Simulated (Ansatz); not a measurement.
# C5H6N2: the cost of one run

Computed with the Python package of Ansatz 0.2.0. Level of theory: B3LYP/def2-SVP.

## 1. The system

Bond lengths: N1–C2 1.399 Å, C2–C3 1.392 Å, C3–C4 1.393 Å, C4–C5 1.388 Å, C5–C6 1.383 Å, C2–N7 1.342 Å, C6–N7 1.351 Å, N1–H8 1.015 Å, N1–H9 1.015 Å, C3–H10 1.084 Å, C4–H11 1.086 Å, C5–H12 1.084 Å, C6–H13 1.086 Å. Angles (14 of 19 angles, heavy atoms first): N1–C2–C3 120.0°, N1–C2–N7 117.7°, C3–C2–N7 122.3°, C2–C3–C4 119.1°, C3–C4–C5 119.2°, C4–C5–C6 117.9°, C5–C6–N7 123.9°, C2–N7–C6 117.7°, C2–N1–H8 109.5°, C2–N1–H9 109.5°, C2–C3–H10 120.9°, C4–C3–H10 120.0°, C3–C4–H11 120.4°, C5–C4–H11 120.5°.

The script holds or builds the structure itself.

## 2. The code

run_opt.py

```python
"""Minimum-energy structure of C5H6N2."""

import itertools

import ansatz as az
from ase import Atoms
from ase.data import atomic_numbers, covalent_radii
import numpy as np

atoms = Atoms(["N", "C", "C", "C", "C", "C", "N", "H", "H", "H", "H", "H", "H"], positions=[
    (2.2483, -0.7043, 0.1234),
    (0.8807, -0.415, 0.0705),
    (0.4533, 0.8925, -0.1395),
    (-0.9131, 1.1598, -0.189),
    (-1.8125, 0.1154, -0.0276),
    (-1.3002, -1.1534, 0.1767),
    (0.0206, -1.4333, 0.2279),
    (2.6857, -0.4324, -0.7508),
    (2.6774, -0.1741, 0.8745),
    (1.1677, 1.6984, -0.264),
    (-1.2691, 2.1726, -0.3518),
    (-2.8828, 0.2829, -0.0597),
    (-1.956, -2.0089, 0.3093),
])
system = az.Crystal.molecule_from_ase(atoms)

model = (
    system.calculation()
    .basis(gaussian="def2-SVP")
    .functional("b3lyp")
)
symbols = [site.symbol for site in system.cartesian_sites]
start = np.array([site.position_ang for site in system.cartesian_sites], dtype=float)
def progress(event):
    if event["event"] == "relax_step":
        row = event["data"]
        print(f"step {row['step']:3d}  E = {row['lagrangian_ev']:.6f} eV  largest force component {row['allowed_force_max_ev_ang']:.4f} eV/A")


data = model.relax(force_tolerance=0.01, max_steps=100).session().plan().execute(on_event=progress).report
end = np.array(data["positions_ang"])

for key in ("converged", "free_energy_ev", "reference_energy_ev", "n_frozen", "n_occupied", "n_virtual"):
    print(f"{key:22s} {data[key]}")

# pairs closer than 1.2 times the sum of covalent radii, before or after
radius = [covalent_radii[atomic_numbers[s]] for s in symbols]
span = lambda where, i, j: np.linalg.norm(where[i] - where[j])
bonded = [(i, j) for i, j in itertools.combinations(range(len(symbols)), 2) if min(span(start, i, j), span(end, i, j)) < 1.2 * (radius[i] + radius[j])]
print("pair        before    after (A)")
for i, j in bonded:
    print(f"{symbols[i]}{i}-{symbols[j]}{j}".ljust(10), f"{span(start, i, j):8.4f} {span(end, i, j):8.4f}")
for first, second in list(itertools.combinations(bonded, 2)):
    shared = set(first) & set(second)
    if shared and symbols[(j := shared.pop())] != "H":
        i, k = sorted((set(first) | set(second)) - {j})
        u, v = end[i] - end[j], end[k] - end[j]
        angle = np.degrees(np.arccos(np.clip(u @ v / np.linalg.norm(u) / np.linalg.norm(v), -1, 1)))
        print(f"final angle {symbols[i]}{i}-{symbols[j]}{j}-{symbols[k]}{k}: {angle:.2f} deg")

charges = data["charge_distribution"]
print("dipole moment", round(4.803205 * float(np.linalg.norm(charges["dipole_moment_e_ang"])), 3), "D")
print("Mulliken:", [(s, round(q, 3)) for s, q in zip(symbols, charges["mulliken_charges_e"])])
with open("c5h6n2_opt.xyz", "w") as handle:
    handle.write(f"{len(symbols)}\nrelaxed C5H6N2\n")
    handle.writelines(f"{s:2s} {x:11.6f} {y:11.6f} {z:11.6f}\n" for s, (x, y, z) in zip(symbols, end))
```

## 3. What the engine is handed

The engine receives this input:

```yaml
crystal:
  periodic: [false, false, false]
  atoms:
    - { symbol: "N", position_ang: [2.2483, -0.7043, 0.1234] }
    - { symbol: C, position_ang: [0.8807, -0.415, 0.0705] }
    - { symbol: C, position_ang: [0.4533, 0.8925, -0.1395] }
    - { symbol: C, position_ang: [-0.9131, 1.1598, -0.189] }
    - { symbol: C, position_ang: [-1.8125, 0.1154, -0.0276] }
    - { symbol: C, position_ang: [-1.3002, -1.1534, 0.1767] }
    - { symbol: "N", position_ang: [0.0206, -1.4333, 0.2279] }
    - { symbol: H, position_ang: [2.6857, -0.4324, -0.7508] }
    - { symbol: H, position_ang: [2.6774, -0.1741, 0.8745] }
    - { symbol: H, position_ang: [1.1677, 1.6984, -0.264] }
    - { symbol: H, position_ang: [-1.2691, 2.1726, -0.3518] }
    - { symbol: H, position_ang: [-2.8828, 0.2829, -0.0597] }
    - { symbol: H, position_ang: [-1.956, -2.0089, 0.3093] }
basis:
  gaussian:
    orbitals: def2-SVP
hamiltonian:
  xc: b3lyp
relax:
  f_tol: 0.01
  max_steps: 100
```

## 4. The run

Command:

```
python run_opt.py
```

**Question.** How long does this script take on 1 thread of Arm Neoverse V1, shared host, and how much memory does it need?

About 58 s, with a peak of 0.4 GiB.
